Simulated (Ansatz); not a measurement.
This was printed by a script on Ansatz 0.2.0, Python API, for a single point in a Gaussian basis of CH₃ClFSb, SMILES [CH3][Sb]([F])[Cl]. What did the script look like? Level of theory: BHLYP, def2-SVP basis, multiplicity 1.

```yaml
atoms:
  - { symbol: C, position_ang: [-0.1001, 0.8352, 0.0816] }
  - { symbol: Sb, position_ang: [1.1805, -0.8127, -0.1501] }
  - { symbol: F, position_ang: [0.3265, -1.7337, 1.4024] }
  - { symbol: Cl, position_ang: [-0.2463, -1.8770, -1.6869] }
  - { symbol: H, position_ang: [-1.1818, 0.5118, 0.2215] }
  - { symbol: H, position_ang: [0.1738, 1.5101, 0.9341] }
  - { symbol: H, position_ang: [-0.0914, 1.4982, -0.8484] }
```

Running `python run_energy.py` prints:
```text
reference energy    -22853.944329 eV
total energy        -22853.944329 eV
occupied orbitals outside the frozen core (up, down): [29, 29]  frozen: 0  virtual: [58, 58]
mean field: -839.8669631 Ha, <S^2> = 0.0000, stability: minimum
HOMO -8.888 eV, LUMO -0.721 eV, gap 8.168 eV
```

The script that was run (others could print the same):

Script `run_energy.py`:
```python
# -*- coding: utf-8 -*-
from pathlib import Path
import warnings

import ansatz as az
from ase import Atoms

BASIS = 'def2-SVP'

warnings.simplefilter('ignore', az.DeckWarning)

atoms = Atoms(['C', 'Sb', 'F', 'Cl', 'H', 'H', 'H'], positions=[
    [-0.1001, 0.8352, 0.0816],
    [1.1805, -0.8127, -0.1501],
    [0.3265, -1.7337, 1.4024],
    [-0.2463, -1.877, -1.6869],
    [-1.1818, 0.5118, 0.2215],
    [0.1738, 1.5101, 0.9341],
    [-0.0914, 1.4982, -0.8484],
])
ch3clfsb = az.Crystal.molecule_from_ase(atoms)

job = ch3clfsb.calculation()
job = job.basis(gaussian=BASIS)
job = job.functional(az.LibraryFunctional('BHLYP')).orbitals()
done = job.run(threads=1, backend='cpu', runs_dir='out')
summary = done.report

print('reference energy %16.6f eV' % summary['reference_energy_ev'])
print('total energy     %16.6f eV' % summary['free_energy_ev'])
print('occupied orbitals outside the frozen core (up, down):', summary['n_occupied'], ' frozen:', summary['n_frozen'], ' virtual:', summary['n_virtual'])

state = summary['mean_field']['state']
print(f'mean field: {state["energy"]["hartree"]:.7f} Ha, <S^2> = {abs(state["spin_squared"]):.4f}, stability: {state.get("stability", {}).get("kind")}')

lines = Path(summary['orbitals_path']).read_text().splitlines()
field_of = lambda key: [line.split('=')[1].strip() for line in lines if line.startswith(key)]
orbitals = [(27.211386 * float(e), s, float(n)) for e, s, n in zip(field_of('Ene='), field_of('Spin='), field_of('Occup='))]
homo = max(e for e, _, n in orbitals if n > 0.5)
lumo = min(e for e, _, n in orbitals if n < 0.5)
print(f'HOMO {homo:.3f} eV, LUMO {lumo:.3f} eV, gap {lumo - homo:.3f} eV')
```

Reading the output:
- Total energies depend on the basis set; only differences at equal settings carry meaning.
- The geometry is a force-field or estimated start, not a minimum of this method, and the basis set is short of its limit.
- def2 sets replace the cores of elements past krypton by effective core potentials.
- Levels such as HOMO and LUMO are orbital energies: with these approximate functionals they aren't the ionisation energy and electron affinity, and their gap isn't the fundamental gap.
- Wall time of the script: 3.9 s on 1 thread of Arm Neoverse V1, on a shared host, peak memory 0.25 GiB.
